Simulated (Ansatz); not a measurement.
# Alloy of SnO2 and TiO2 (15 of 24 Sn sites exchanged), 72 atoms

Aim: relax the alloy cell and compare the gap by PBEsol and HSE06.

Method: density functional theory in Ansatz 0.2.0, PAW datasets, plane waves.

## Step 1: The system as built

72 atoms (15 Ti, 9 Sn, 48 O); a = 9.318 Å, b = 9.318 Å, c = 9.128 Å, α = 90.00°, β = 90.00°, γ = 90.00°. All atoms were shaken off their sites by about 0.02 Å along each axis.

The runs, in order: (2) PBEsol cell relaxation at the single k point (½, ½, ½), on 7 threads of Arm Neoverse-V2; (3) HSE06 single point at the Γ point alone, on 7 threads of Arm Neoverse-V2.

## Step 2: PBEsol relaxation of the cell and the positions

The input, in.yaml:

```yaml
crystal:
  lattice:
    - [9.317828, 0.000000, 0.000000]
    - [0.000000, 9.317828, 0.000000]
    - [0.000000, 0.000000, 9.128095]
  atoms:
    - { symbol: Ti, position: [0.000897, 0.002991, 0.998127] }
    - { symbol: Ti, position: [0.999064, 0.995798, 0.665764] }
    - { symbol: Ti, position: [0.997908, 0.496875, 0.996098] }
    - { symbol: Ti, position: [0.502756, 0.000570, 0.999137] }
    - { symbol: Ti, position: [0.499032, 0.002768, 0.330096] }
    - { symbol: Ti, position: [0.499955, 0.000248, 0.665573] }
    - { symbol: Ti, position: [0.501093, 0.497413, 0.330923] }
    - { symbol: Ti, position: [0.505147, 0.500561, 0.665993] }
    - { symbol: Ti, position: [0.252773, 0.247967, 0.169459] }
    - { symbol: Ti, position: [0.248660, 0.247568, 0.499713] }
    - { symbol: Ti, position: [0.248611, 0.749026, 0.166390] }
    - { symbol: Ti, position: [0.248594, 0.753641, 0.499591] }
    - { symbol: Ti, position: [0.251537, 0.749484, 0.835493] }
    - { symbol: Ti, position: [0.752558, 0.251342, 0.835064] }
    - { symbol: Ti, position: [0.751820, 0.748389, 0.833424] }
    - { symbol: Sn, position: [0.998070, 0.998064, 0.334407] }
    - { symbol: Sn, position: [0.999517, 0.498377, 0.332144] }
    - { symbol: Sn, position: [0.998214, 0.505722, 0.666856] }
    - { symbol: Sn, position: [0.501258, 0.502450, 0.999204] }
    - { symbol: Sn, position: [0.251783, 0.250037, 0.834022] }
    - { symbol: Sn, position: [0.746830, 0.248624, 0.170047] }
    - { symbol: Sn, position: [0.749546, 0.245427, 0.502628] }
    - { symbol: Sn, position: [0.748631, 0.748829, 0.166286] }
    - { symbol: Sn, position: [0.747105, 0.747339, 0.500256] }
    - { symbol: O, position: [0.153568, 0.149466, 0.998044] }
    - { symbol: O, position: [0.151405, 0.148922, 0.332048] }
    - { symbol: O, position: [0.152968, 0.150537, 0.663276] }
    - { symbol: O, position: [0.149658, 0.651904, 0.997854] }
    - { symbol: O, position: [0.154781, 0.649515, 0.335319] }
    - { symbol: O, position: [0.152302, 0.651853, 0.666410] }
    - { symbol: O, position: [0.654496, 0.154114, 0.004349] }
    - { symbol: O, position: [0.652692, 0.150886, 0.334368] }
    - { symbol: O, position: [0.655081, 0.149725, 0.665973] }
    - { symbol: O, position: [0.653877, 0.652658, 0.996171] }
    - { symbol: O, position: [0.651983, 0.652351, 0.333813] }
    - { symbol: O, position: [0.651265, 0.651429, 0.668332] }
    - { symbol: O, position: [0.348014, 0.343876, 0.997856] }
    - { symbol: O, position: [0.352476, 0.345084, 0.333143] }
    - { symbol: O, position: [0.345673, 0.346816, 0.667401] }
    - { symbol: O, position: [0.346631, 0.848188, 0.995860] }
    - { symbol: O, position: [0.349539, 0.852478, 0.332146] }
    - { symbol: O, position: [0.348566, 0.849382, 0.669618] }
    - { symbol: O, position: [0.847378, 0.348612, 0.998822] }
    - { symbol: O, position: [0.848439, 0.347714, 0.335361] }
    - { symbol: O, position: [0.843669, 0.347213, 0.666518] }
    - { symbol: O, position: [0.844025, 0.848036, 0.997127] }
    - { symbol: O, position: [0.848067, 0.847916, 0.333359] }
    - { symbol: O, position: [0.846240, 0.846115, 0.662784] }
    - { symbol: O, position: [0.095785, 0.404075, 0.164796] }
    - { symbol: O, position: [0.097898, 0.403435, 0.501852] }
    - { symbol: O, position: [0.094261, 0.402487, 0.834132] }
    - { symbol: O, position: [0.097475, 0.900267, 0.169700] }
    - { symbol: O, position: [0.097421, 0.905740, 0.497959] }
    - { symbol: O, position: [0.095663, 0.900996, 0.835062] }
    - { symbol: O, position: [0.598756, 0.401384, 0.166320] }
    - { symbol: O, position: [0.596386, 0.404408, 0.500352] }
    - { symbol: O, position: [0.595966, 0.401673, 0.830718] }
    - { symbol: O, position: [0.595661, 0.904799, 0.165652] }
    - { symbol: O, position: [0.596977, 0.900575, 0.493857] }
    - { symbol: O, position: [0.596387, 0.899498, 0.828808] }
    - { symbol: O, position: [0.396548, 0.097278, 0.166355] }
    - { symbol: O, position: [0.402892, 0.092920, 0.500383] }
    - { symbol: O, position: [0.404257, 0.097037, 0.834458] }
    - { symbol: O, position: [0.403582, 0.597709, 0.164888] }
    - { symbol: O, position: [0.407036, 0.598043, 0.501794] }
    - { symbol: O, position: [0.405231, 0.596671, 0.829400] }
    - { symbol: O, position: [0.902880, 0.096714, 0.167591] }
    - { symbol: O, position: [0.900960, 0.099327, 0.501785] }
    - { symbol: O, position: [0.900251, 0.095231, 0.832330] }
    - { symbol: O, position: [0.905830, 0.597209, 0.164993] }
    - { symbol: O, position: [0.902899, 0.600145, 0.498742] }
    - { symbol: O, position: [0.901864, 0.599252, 0.832577] }
kpoints:
  mp_grid: { grid: [1, 1, 1], shift: [0.5, 0.5, 0.5] }
hamiltonian:
  xc: pbesol
scf:
  occupations: { method: fermi_dirac, width: 0.01 }
relax:
  f_tol: 0.03
  max_steps: 80
  escape_saddle: false
  adjacent_minimum: "off"
  cell: { fix: [alpha, beta, gamma] }
output:
  forces: true
  eigenvalues: true
  populations: true
```

After this run come: Single point with HSE06.

Q: Predict the outcome of this session. Wanted: for each run, top filled to lowest empty.

The runs gave:

```
             level                     time   k points  top filled to lowest empty (eV)
PBEsol, relaxation     68 s (7 CPU threads)  (½, ½, ½)                             2.74
             HSE06  5.1 min (7 CPU threads)          Γ                             3.79
```

```
     quantity                                                                      value
   relaxation                                           9 recorded steps, 3.63 eV gained
largest shift                                             0.18 Å (Ti14 and others alike)
 relaxed cell  a = 9.340 Å, b = 9.356 Å, c = 9.113 Å, α = 90.00°, β = 90.00°, γ = 90.00°
   mean bonds                                                   O–Sn 2.056, O–Ti 1.970 Å
```

**What this shows.** Relaxation gains 3.63 eV, with shifts up to 0.18 Å (Ti14 and others alike), while the volume changes by +0.5 %. The mean lengths of the listed bonds run from O–Ti 1.97 Å to O–Sn 2.06 Å. The relaxation ran on other k points, so part of any difference from the later rows can come from the mesh. With one k point the spacing samples only the states that fold onto it, so it can exceed the gap over the zone.
